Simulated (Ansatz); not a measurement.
**CH5FGeOSi: a ladder of functionals and wavefunction methods**

One table from this session's results is given with a row withheld; the runs are named, their logs left out.

Computed with Ansatz 0.2.0, Gaussian basis. Level: functionals in def2-TZVPP, the program's frozen cores in correlated methods.

Plan: LDA (SPW92), PBE-D4, revPBE-D4, BLYP-D4, r2SCAN-D4, B97M-V, PBE0-D4, B3LYP-D4, r2SCANh-D4, r2SCAN0-D4, HSE06-D4, BHLYP-D4, CAM-B3LYP-D4, LC-ωPBE, ωB97X-V, ωB97M-V, B2PLYP, PBE-QIDH; CCSD(T)/def2-SVP; CCSD(T)/def2-TZVPP; MP2/def2-QZVPP; extrapolation to the limit; RPA on PBE.

### The geometry

An earlier PBE0-D4 in a triple-zeta def2 set relaxation fixed the geometry.

10 atoms, charge 0, spin multiplicity 1.

Atoms are counted from 1 here; the program's logs count them from 0.

Bond lengths: F1–C2 1.374 Å, C2–Ge3 1.971 Å, C2–O4 1.427 Å, C2–Si5 1.828 Å, Ge3–H6 1.536 Å, Ge3–H7 1.534 Å, Ge3–H8 1.535 Å, O4–Si5 1.679 Å, Si5–H9 1.478 Å, Si5–H10 1.476 Å. Angles: F1–C2–Ge3 111.1°, F1–C2–O4 111.0°, F1–C2–Si5 117.7°, Ge3–C2–O4 115.2°, Ge3–C2–Si5 128.7°, O4–C2–Si5 60.6°, C2–Ge3–H6 107.2°, C2–Ge3–H7 108.7°, C2–Ge3–H8 109.5°, H6–Ge3–H7 110.1°, H6–Ge3–H8 110.5°, H7–Ge3–H8 110.7°, C2–O4–Si5 71.6°, C2–Si5–O4 47.8°, C2–Si5–H9 123.4°, C2–Si5–H10 120.5°, O4–Si5–H9 115.9°, O4–Si5–H10 116.0° and more.

Set-up of the first run:

in.yaml reads:

```yaml
crystal:
  periodic: [false, false, false]
  atoms:
    - {symbol: F, position_ang: [0.011495, -0.691384, -1.835174]}
    - {symbol: C, position_ang: [-0.090981, -0.103395, -0.597957]}
    - {symbol: Ge, position_ang: [0.211091, -1.417631, 0.839307]}
    - {symbol: O, position_ang: [-1.298543, 0.649486, -0.488957]}
    - {symbol: Si, position_ang: [-0.005993, 1.720717, -0.514768]}
    - {symbol: H, position_ang: [0.191732, -0.649381, 2.168846]}
    - {symbol: H, position_ang: [1.582285, -2.072935, 0.628141]}
    - {symbol: H, position_ang: [-0.903325, -2.473052, 0.811960]}
    - {symbol: H, position_ang: [0.238968, 2.466575, 0.737668]}
    - {symbol: H, position_ang: [0.146471, 2.519799, -1.746169]}
basis:
  gaussian: {orbitals: def2-TZVPP}
hamiltonian: {xc: lda}
output: {orbitals: {seedname: orbitals}}
```

Launch:

```
$ ansatz run in.yaml --threads 4 --pin off --events-out ev --progress --plain --max-ram 10444MiB
```

Steps of the session up to this table: LDA; PBE-D4 (GGA); revPBE-D4 (GGA); BLYP-D4 (GGA); r2SCAN-D4 (meta-GGA); B97M-V (meta-GGA); B3LYP-D4 (hybrid); r2SCANh-D4 (hybrid); r2SCAN0-D4 (hybrid); HSE06-D4 (hybrid); BHLYP-D4 (hybrid); CAM-B3LYP-D4 (range-separated); LC-ωPBE (range-separated); ωB97X-V (range-separated); ωB97M-V (range-separated); B2PLYP (double hybrid); PBE-QIDH (double hybrid).

One of the session's tables, all rows but one given; the rest of the session is left out.

It belongs to the step «Orbital energies across the functionals». 

| functional | HOMO (eV) | gap (eV) |
| --- | --- | --- |
| LDA (SPW92) | -6.23 | 4.24 |
| PBE-D4 | -6.06 | 4.28 |
| revPBE-D4 | -5.99 | 4.30 |
| BLYP-D4 | -5.94 | 4.26 |
| r2SCAN-D4 | -6.28 | 4.75 |
| B97M-V | -6.38 | 4.72 |
| PBE0-D4 | -7.29 | 6.33 |
| B3LYP-D4 | -7.09 | 5.90 |
| r2SCANh-D4 | -6.74 | 5.50 |
| r2SCAN0-D4 | -7.44 | 6.63 |
| HSE06-D4 | -6.89 | 5.56 |
| BHLYP-D4 | -8.45 | 8.32 |
| CAM-B3LYP-D4 | ? | ? |
| LC-ωPBE | -9.90 | 11.08 |
| ωB97X-V | -9.56 | 10.63 |
| ωB97M-V | -9.45 | 10.26 |

Estimate the missing values for CAM-B3LYP-D4.

As computed: HOMO (eV): -8.62; gap (eV): 8.65. In the column «HOMO (eV)» it lies between ωB97M-V (-9.45) and BHLYP-D4 (-8.45).
